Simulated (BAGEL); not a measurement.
# doublet [Si2H4F2]+ at 3 levels

Wanted: a comparison of 3 runs (ROHF/6-31G*, UHF/6-31G*, ROHF/cc-pVDZ) of doublet [Si2H4F2]+. 

The calculation is run with BAGEL 1.2.2.

1 further run of the same task is left out (it didn't finish). Runs told in other sessions of the task aren't counted.

### 1 Starting point

[Si2H4F2]+ has 8 atoms, charge +1, and is taken as a doublet. SMILES of the parent species: `F[SiH](F)[SiH3]`. The shape is that of a PBE0-D4/def2-TZVP optimisation. That shape belongs to the parent species and isn't relaxed for this state.

Bond lengths: F1–Si2 1.593 Å, Si2–F3 1.593 Å, Si2–Si4 2.342 Å, Si2–H5 1.482 Å, Si4–H6 1.486 Å, Si4–H7 1.486 Å, Si4–H8 1.485 Å. Some angles: F1–Si2–F3 107.0°, F1–Si2–Si4 109.5°, F3–Si2–Si4 109.5°, F1–Si2–H5 107.3°, F3–Si2–H5 107.3°, Si4–Si2–H5 115.9°, Si2–Si4–H6 109.0°, Si2–Si4–H7 109.1°, Si2–Si4–H8 110.0°, H6–Si4–H7 109.2°.

### 2 A single-point energy at ROHF/6-31G(d) (density fitting with qzvpp-jkfit, spherical functions) (run 1)

calc.json

```json
{ "bagel" : [

{
  "title" : "molecule",
  "basis" : "6-31gs.json",
  "df_basis" : "qzvpp-jkfit",
  "angstrom" : true,
  "geometry" : [
    { "atom" : "F", "xyz" : [    0.971900,   -1.046400,    1.729500 ] },
    { "atom" : "Si", "xyz" : [    1.061800,   -0.320500,    0.314000 ] },
    { "atom" : "F", "xyz" : [    1.618700,   -1.392500,   -0.725000 ] },
    { "atom" : "Si", "xyz" : [   -1.075200,    0.372800,   -0.346900 ] },
    { "atom" : "H", "xyz" : [    2.081000,    0.748800,    0.431800 ] },
    { "atom" : "H", "xyz" : [   -1.595200,    1.352300,    0.642900 ] },
    { "atom" : "H", "xyz" : [   -0.983200,    1.025300,   -1.679300 ] },
    { "atom" : "H", "xyz" : [   -1.987700,   -0.796800,   -0.422700 ] }
  ]
},
{
  "title" : "rohf",
  "charge" : 1,
  "nopen" : 1
},
{
  "title" : "print",
  "file" : "orbitals.molden",
  "orbitals" : true
}

]}
```

The basis set 6-31G* is read from a file made from the Basis Set Exchange's data (not shown).

Started as:

```
$ BAGEL_NUM_THREADS=1 BAGEL calc.json > calc.out
```

The log of the run:

```text
* using 1 threads per process

  ===============================================================
  ===============================================================

  *** Geometry ***

  { "atom" : "F", "xyz" : [      1.836625,     -1.977409,      3.268281 ] },
  { "atom" : "Si", "xyz" : [      2.006511,     -0.605657,      0.593374 ] },
  { "atom" : "F", "xyz" : [      3.058900,     -2.631444,     -1.370051 ] },
  { "atom" : "Si", "xyz" : [     -2.031834,      0.704490,     -0.655546 ] },
  { "atom" : "H", "xyz" : [      3.932520,      1.415027,      0.815984 ] },
  { "atom" : "H", "xyz" : [     -3.014491,      2.555477,      1.214905 ] },
  { "atom" : "H", "xyz" : [     -1.857979,      1.937536,     -3.173417 ] },
  { "atom" : "H", "xyz" : [     -3.756209,     -1.505734,     -0.798787 ] },

  Number of auxiliary basis functions:      482

  Since a DF basis is specified, we compute 2- and 3-index integrals:
    o Being stored without compression. Storage requirement is 0.020 GB

  Number of basis functions:       72
  Number of electrons      :       50

    * METHOD: MOLECULE                             0.19

  *** Open-shell HF ***

  === Nuclear Repulsion ===
   227.3162932621

      * DIIS with orbital gradients will be used.

  === ROHF iteration (6-31gs.json) ===
      0       -778.47459624          0.04954597           0.09
      1       -778.64995557          0.03452953           0.09
      2       -778.71475168          0.02228587           0.10
      3       -778.76166838          0.00152635           0.09
      4       -778.76258613          0.00075742           0.09
      5       -778.76297274          0.00037682           0.09
      6       -778.76311107          0.00009829           0.09
      7       -778.76318461          0.00003618           0.10
      8       -778.76319248          0.00000872           0.09
      9       -778.76319414          0.00000419           0.09
     10       -778.76319448          0.00000227           0.09
     11       -778.76319454          0.00000095           0.09
     12       -778.76319454          0.00000019           0.10
     13       -778.76319451          0.00000007           0.10
     14       -778.76319450          0.00000002           0.10
     15       -778.76319450          0.00000001           0.10
    * SCF iteration converged.

    * S^2 (ROHF) is 0.7500

    * Permanent dipole moment:
           (    1.157283,    -1.600747,     0.530563) a.u.

    * METHOD: ROHF                                 1.63

    * METHOD: PRINT                                0.01

  ===============================================================
```

Run time: 2 s. Hardware: 1 thread of Arm Neoverse V2, shared host.

### 3 A single-point energy at UHF/6-31G(d) (density fitting with qzvpp-jkfit, spherical functions) (run 2)

calc.json

```json
{ "bagel" : [

{
  "title" : "molecule",
  "basis" : "6-31gs.json",
  "df_basis" : "qzvpp-jkfit",
  "angstrom" : true,
  "geometry" : [
    { "atom" : "F", "xyz" : [       0.971900,      -1.046400,       1.729500 ] },
    { "atom" : "Si", "xyz" : [       1.061800,      -0.320500,       0.314000 ] },
    { "atom" : "F", "xyz" : [       1.618700,      -1.392500,      -0.725000 ] },
    { "atom" : "Si", "xyz" : [      -1.075200,       0.372800,      -0.346900 ] },
    { "atom" : "H", "xyz" : [       2.081000,       0.748800,       0.431800 ] },
    { "atom" : "H", "xyz" : [      -1.595200,       1.352300,       0.642900 ] },
    { "atom" : "H", "xyz" : [      -0.983200,       1.025300,      -1.679300 ] },
    { "atom" : "H", "xyz" : [      -1.987700,      -0.796800,      -0.422700 ] }
  ]
},

{
  "title" : "uhf",
  "charge" : 1,
  "nopen" : 1
},

{
  "title" : "print",
  "file" : "orbitals.molden",
  "orbitals" : true
}

]}
```

The basis set 6-31G* is read from a file made from the Basis Set Exchange's data (not shown).

Started as:

```
$ BAGEL_NUM_THREADS=1 BAGEL calc.json > calc.out
```

The log of the run:

```text
* using 1 threads per process

  ===============================================================
  ===============================================================

  *** Geometry ***

  { "atom" : "F", "xyz" : [      1.836625,     -1.977409,      3.268281 ] },
  { "atom" : "Si", "xyz" : [      2.006511,     -0.605657,      0.593374 ] },
  { "atom" : "F", "xyz" : [      3.058900,     -2.631444,     -1.370051 ] },
  { "atom" : "Si", "xyz" : [     -2.031834,      0.704490,     -0.655546 ] },
  { "atom" : "H", "xyz" : [      3.932520,      1.415027,      0.815984 ] },
  { "atom" : "H", "xyz" : [     -3.014491,      2.555477,      1.214905 ] },
  { "atom" : "H", "xyz" : [     -1.857979,      1.937536,     -3.173417 ] },
  { "atom" : "H", "xyz" : [     -3.756209,     -1.505734,     -0.798787 ] },

  Number of auxiliary basis functions:      482

  Since a DF basis is specified, we compute 2- and 3-index integrals:
    o Being stored without compression. Storage requirement is 0.020 GB

  Number of basis functions:       72
  Number of electrons      :       50

    * METHOD: MOLECULE                             0.19

  *** Open-shell HF ***

  === Nuclear Repulsion ===
   227.3162932621

      * DIIS with orbital gradients will be used.

  === UHF iteration (6-31gs.json) ===
      0       -778.47459624          0.04954597           0.10
      1       -778.65479528          0.03438852           0.10
      2       -778.71977172          0.02213779           0.10
      3       -778.76564789          0.00120547           0.10
      4       -778.76629506          0.00044284           0.10
      5       -778.76640388          0.00019280           0.10
      6       -778.76643613          0.00007242           0.10
      7       -778.76644370          0.00004015           0.10
      8       -778.76644802          0.00001544           0.10
      9       -778.76644875          0.00000683           0.10
     10       -778.76644884          0.00000275           0.10
     11       -778.76644886          0.00000116           0.10
     12       -778.76644887          0.00000072           0.10
     13       -778.76644887          0.00000042           0.10
     14       -778.76644887          0.00000025           0.10
     15       -778.76644887          0.00000010           0.10
     16       -778.76644887          0.00000006           0.10
     17       -778.76644887          0.00000003           0.10
     18       -778.76644887          0.00000002           0.10
     19       -778.76644887          0.00000001           0.09
     20       -778.76644887          0.00000001           0.10
    * SCF iteration converged.

    * S^2 (UHF) is 0.7650

    * Permanent dipole moment:
           (    1.088379,    -1.603203,     0.512751) a.u.

    * METHOD: UHF                                  2.16

    * METHOD: PRINT                                0.01

  ===============================================================
```

It took 2.5 s on 1 thread of Arm Neoverse V2, shared host.

### 4 The energy at ROHF/cc-pVDZ (density fitting with qzvpp-jkfit) (run 3)

hf.json

```json
{ "bagel": [

{
  "title": "molecule",
  "basis": "cc-pvdz.json",
  "df_basis": "qzvpp-jkfit",
  "angstrom": true,
  "geometry": [
    { "atom": "F", "xyz": [    0.971900,   -1.046400,    1.729500 ] },
    { "atom": "Si", "xyz": [    1.061800,   -0.320500,    0.314000 ] },
    { "atom": "F", "xyz": [    1.618700,   -1.392500,   -0.725000 ] },
    { "atom": "Si", "xyz": [   -1.075200,    0.372800,   -0.346900 ] },
    { "atom": "H", "xyz": [    2.081000,    0.748800,    0.431800 ] },
    { "atom": "H", "xyz": [   -1.595200,    1.352300,    0.642900 ] },
    { "atom": "H", "xyz": [   -0.983200,    1.025300,   -1.679300 ] },
    { "atom": "H", "xyz": [   -1.987700,   -0.796800,   -0.422700 ] }
  ]
},
{ "title": "rohf", "charge": 1, "nopen": 1 },
{ "title": "print", "file": "orbitals.molden", "orbitals": true }

]}
```

The basis set cc-pVDZ is read from a file made from the Basis Set Exchange's data (not shown).

Started as:

```
$ BAGEL_NUM_THREADS=1 BAGEL hf.json > hf.out
```

The log of the run:

```text
* using 1 threads per process

  ===============================================================
  ===============================================================

  *** Geometry ***

  { "atom" : "F", "xyz" : [      1.836625,     -1.977409,      3.268281 ] },
  { "atom" : "Si", "xyz" : [      2.006511,     -0.605657,      0.593374 ] },
  { "atom" : "F", "xyz" : [      3.058900,     -2.631444,     -1.370051 ] },
  { "atom" : "Si", "xyz" : [     -2.031834,      0.704490,     -0.655546 ] },
  { "atom" : "H", "xyz" : [      3.932520,      1.415027,      0.815984 ] },
  { "atom" : "H", "xyz" : [     -3.014491,      2.555477,      1.214905 ] },
  { "atom" : "H", "xyz" : [     -1.857979,      1.937536,     -3.173417 ] },
  { "atom" : "H", "xyz" : [     -3.756209,     -1.505734,     -0.798787 ] },

  Number of auxiliary basis functions:      482

  Since a DF basis is specified, we compute 2- and 3-index integrals:
    o Being stored without compression. Storage requirement is 0.027 GB

  Number of basis functions:       84
  Number of electrons      :       50

    * METHOD: MOLECULE                             0.19

  *** Open-shell HF ***

  === Nuclear Repulsion ===
   227.3162932621

      * DIIS with orbital gradients will be used.

  === ROHF iteration (cc-pvdz.json) ===
      0       -778.53892714          0.03036534           0.12
      1       -778.68347885          0.02250532           0.12
      2       -778.74188761          0.01399976           0.12
      3       -778.78653396          0.00161439           0.12
      4       -778.78795163          0.00075417           0.11
      5       -778.78853179          0.00034468           0.11
      6       -778.78871223          0.00009857           0.11
      7       -778.78877886          0.00003377           0.12
      8       -778.78878792          0.00001016           0.12
      9       -778.78878919          0.00000548           0.12
     10       -778.78878975          0.00000307           0.12
     11       -778.78878967          0.00000113           0.11
     12       -778.78878965          0.00000046           0.11
     13       -778.78878962          0.00000017           0.11
     14       -778.78878962          0.00000009           0.11
     15       -778.78878963          0.00000005           0.12
     16       -778.78878963          0.00000002           0.11
     17       -778.78878963          0.00000001           0.11
     18       -778.78878964          0.00000001           0.11
    * SCF iteration converged.

    * S^2 (ROHF) is 0.7500

    * Permanent dipole moment:
           (    1.210855,    -1.663544,     0.553536) a.u.

    * METHOD: ROHF                                 2.31

    * METHOD: PRINT                                0.01

  ===============================================================
```

It took 2.6 s on 1 thread of Arm Neoverse V2, shared host.

### 5 Overview of the runs

```
run                                                                level  energy (Eh)   ⟨S²⟩  wall time
  1  ROHF/6-31G* (density fitting with qzvpp-jkfit, spherical functions)  -778.763195  0.750        2 s
  2   UHF/6-31G* (density fitting with qzvpp-jkfit, spherical functions)  -778.766449  0.765      2.5 s
  3                      ROHF/cc-pVDZ (density fitting with qzvpp-jkfit)  -778.788790  0.750      2.6 s
```

### 6 Outcome

```
           quantity          value
run 3: total energy  -778.78879 Eh
        run 3: ⟨S²⟩          0.750
```

In words: Over the runs the total energy spans 0.696 eV. All runs together took 7.1 s, the longest 2.6 s.
